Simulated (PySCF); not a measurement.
# [Tm(H2CO)]2+: other functionals and bases at one geometry

How far do other levels of theory move the description of [Tm(H2CO)]2+, and what does each cost? The structure is generated, not taken from experiment.

Method: several levels, as the steps say, no spin–orbit coupling; program: PySCF 2.14.0.

1 further run of the same task is left out (for a known fault of the program).

### 1 Where the work starts

5 atoms, charge 2, spin multiplicity 1.

Bond lengths: Tm1–O2 2.274 Å, O2–C3 1.231 Å, C3–H4 1.108 Å, C3–H5 1.108 Å. Angles: Tm1–O2–C3 180.0°, O2–C3–H4 120.5°, O2–C3–H5 120.5°, H4–C3–H5 119.1°.

Coordinates:

```xyz
5
charge 2, multiplicity 1
Tm    0.0000    0.0000   -0.2420
O     0.0000    0.0000    2.0324
C     0.0000    0.0000    3.2630
H     0.9549    0.0000    3.8246
H    -0.9549    0.0000    3.8246
```

Formal oxidation states: Tm +2. Each metal's 13 4f electrons lie in its core potential, so multiplicities, spins and levels count the valence alone. An earlier session relaxed this geometry at PBE0, Tm lcecp-0-SVP with ECP59, O def2-SVP, C def2-SVP, H def2-SVP (singlet, point group C2v).

At PBE0 on the finer grid: E = -146.180713 Eh, frontier levels not given, since the 4f levels lie in the core, Mulliken charge on Tm1 +1.74 e, largest force component 0.004 eV/Å. 

Levels to run: BP86; TPSS; PBE0, TZVP. Hardware: 2 threads of Arm Neoverse V1, shared host.

### 2 BP86

Contents of run.py (the lines that set the calculation):

```python
mol = gto.M(atom='''
Tm     0.00000     0.00000    -0.24203
O      0.00000     0.00000     2.03237
C      0.00000     0.00000     3.26295
H      0.95486     0.00000     3.82459
H     -0.95486     0.00000     3.82459''',
    basis={'Tm': 'lcecp-0-SVP', 'O': 'def2-SVP', 'C': 'def2-SVP', 'H': 'def2-SVP'},
    ecp={'Tm': 'lcecp-0-SVP'},
    charge=2, spin=0)
mf = dft.RKS(mol, xc='B88,P86')
mf.grids.atom_grid = (75, 302)  # f atoms: unpruned, at least (60, 302)
mf = mf.density_fit()  # fitting sets: Tm AutoAux, O def2-universal-JKFIT, C def2-universal-JKFIT, H def2-universal-JKFIT
mf.conv_tol = 1e-08; mf.max_cycle = 55
mf.kernel(dm0)  # dm0: the density of the relaxed state
```

Command:

```sh
$ OMP_NUM_THREADS=2 python run.py
```

Log:

```text
init E= -146.365355234674
cycle= 1 E= -146.366205099859  delta_E= -0.00085  |g|= 0.0574  |ddm|= 0.175
cycle= 2 E= -146.36175378679  delta_E= 0.00445  |g|= 0.161  |ddm|= 0.137
cycle= 3 E= -146.366918816499  delta_E= -0.00517  |g|= 0.0048  |ddm|= 0.0941
cycle= 4 E= -146.366924280316  delta_E= -5.46e-06  |g|= 0.00143  |ddm|= 0.00478
cycle= 5 E= -146.366924817925  delta_E= -5.38e-07  |g|= 0.000118  |ddm|= 0.00142
cycle= 6 E= -146.366924821774  delta_E= -3.85e-09  |g|= 1.23e-05  |ddm|= 0.000133
Extra cycle  E= -146.366924821655  delta_E= 1.19e-10  |g|= 2.78e-05  |ddm|= 2.41e-05
converged SCF energy = -146.366924821655
```

Wall time 2.5 s (2 threads of Arm Neoverse V1, shared host).

It gives: E = -146.366925 Eh, frontier levels not given, since the 4f levels lie in the core, Mulliken charge on Tm1 +1.70 e, largest force component 1.030 eV/Å. 

### 3 TPSS

Changes to run.py (the lines that set the calculation) since step 2:

```diff
@@ -9,3 +9,3 @@
     charge=2, spin=0)
-mf = dft.RKS(mol, xc='B88,P86')
+mf = dft.RKS(mol, xc='TPSS')
 mf.grids.atom_grid = (75, 302)  # f atoms: unpruned, at least (60, 302)
```

Command:

```sh
$ OMP_NUM_THREADS=2 python run.py
```

Log:

```text
init E= -146.343966455202
cycle= 1 E= -146.34472207563  delta_E= -0.000756  |g|= 0.0187  |ddm|= 0.105
cycle= 2 E= -146.34429578261  delta_E= 0.000426  |g|= 0.0502  |ddm|= 0.0487
cycle= 3 E= -146.344811308723  delta_E= -0.000516  |g|= 0.0023  |ddm|= 0.0298
cycle= 4 E= -146.344812959513  delta_E= -1.65e-06  |g|= 0.000173  |ddm|= 0.00297
cycle= 5 E= -146.344812968738  delta_E= -9.23e-09  |g|= 3.27e-05  |ddm|= 0.000265
Extra cycle  E= -146.344812968546  delta_E= 1.92e-10  |g|= 4.59e-05  |ddm|= 6.17e-05
converged SCF energy = -146.344812968546
```

It took 3.5 s on 2 threads of Arm Neoverse V1, shared host.

It gives: E = -146.344813 Eh, frontier levels not given, since the 4f levels lie in the core, Mulliken charge on Tm1 +1.71 e, largest force component 0.931 eV/Å. 

### 4 PBE0, TZVP

Basis: Tm lcecp-0-TZVP with ECP59, O def2-TZVP, C def2-TZVP, H def2-TZVP. 

Contents of run.py (the lines that set the calculation):

```python
mol = gto.M(atom='''
Tm     0.00000     0.00000    -0.24203
O      0.00000     0.00000     2.03237
C      0.00000     0.00000     3.26295
H      0.95486     0.00000     3.82459
H     -0.95486     0.00000     3.82459''',
    basis={'Tm': 'lcecp-0-TZVP', 'O': 'def2-TZVP', 'C': 'def2-TZVP', 'H': 'def2-TZVP'},
    ecp={'Tm': 'lcecp-0-TZVP'},
    charge=2, spin=0)
mf = dft.RKS(mol, xc='PBE0')
mf.grids.atom_grid = (75, 302)  # f atoms: unpruned, at least (60, 302)
mf = mf.density_fit()  # fitting sets: Tm AutoAux, O def2-universal-JKFIT, C def2-universal-JKFIT, H def2-universal-JKFIT
mf.conv_tol = 1e-08; mf.max_cycle = 55
mf.kernel(dm0)  # dm0: free metal ions and neutral atoms
```

Command:

```sh
$ OMP_NUM_THREADS=2 python run.py
```

Log:

```text
init E= -146.308196194837
cycle= 1 E= -146.113116226116  delta_E= 0.195  |g|= 0.993  |ddm|= 1.45
cycle= 2 E= -145.352888396173  delta_E= 0.76  |g|= 2.16  |ddm|= 1.57
cycle= 3 E= -146.311605791512  delta_E= -0.959  |g|= 0.0639  |ddm|= 1.13
cycle= 4 E= -146.312392071585  delta_E= -0.000786  |g|= 0.0152  |ddm|= 0.055
cycle= 5 E= -146.312429973491  delta_E= -3.79e-05  |g|= 0.00302  |ddm|= 0.0111
cycle= 6 E= -146.312431930286  delta_E= -1.96e-06  |g|= 0.000866  |ddm|= 0.00339
cycle= 7 E= -146.312432092238  delta_E= -1.62e-07  |g|= 0.000199  |ddm|= 0.000671
cycle= 8 E= -146.312432099606  delta_E= -7.37e-09  |g|= 5.66e-05  |ddm|= 0.000137
Extra cycle  E= -146.312432098889  delta_E= 7.18e-10  |g|= 8.45e-05  |ddm|= 8.09e-05
converged SCF energy = -146.312432098889
```

It took 6.3 s on 2 threads of Arm Neoverse V1, shared host.

It gives: E = -146.312432 Eh, frontier levels not given, since the 4f levels lie in the core, Mulliken charge on Tm1 +1.83 e, largest force component 0.277 eV/Å. 

### 5 Results

| level | state | charge on Tm1 (e) | dipole (D) | largest force (eV/Å) | basis functions | time |
| --- | --- | --- | --- | --- | --- | --- |
| PBE0 (relaxed here) | singlet | 1.74 | 2.52 | 0.00 | 69 | 5 s |
| BP86 | singlet | 1.70 | 2.57 | 1.03 | 69 | 2.5 s |
| TPSS | singlet | 1.71 | 2.56 | 0.93 | 69 | 3.5 s |
| PBE0, TZVP | singlet | 1.83 | 2.62 | 0.28 | 121 | 6.3 s |

Times are on 2 threads of Arm Neoverse V1, shared host; the first row also made further properties. The dipole of a charged species depends on the origin, so these sizes hold for this origin alone.

The largest leftover force, 1.03 eV/Å with BP86, stands at a geometry relaxed at another level. The Mulliken charge on Tm spans +1.70 to +1.83 e over the levels. With 4f in the core, its levels are missing from HOMO and gap. Total energies of different levels can't be compared. Spin–orbit coupling is left out throughout.
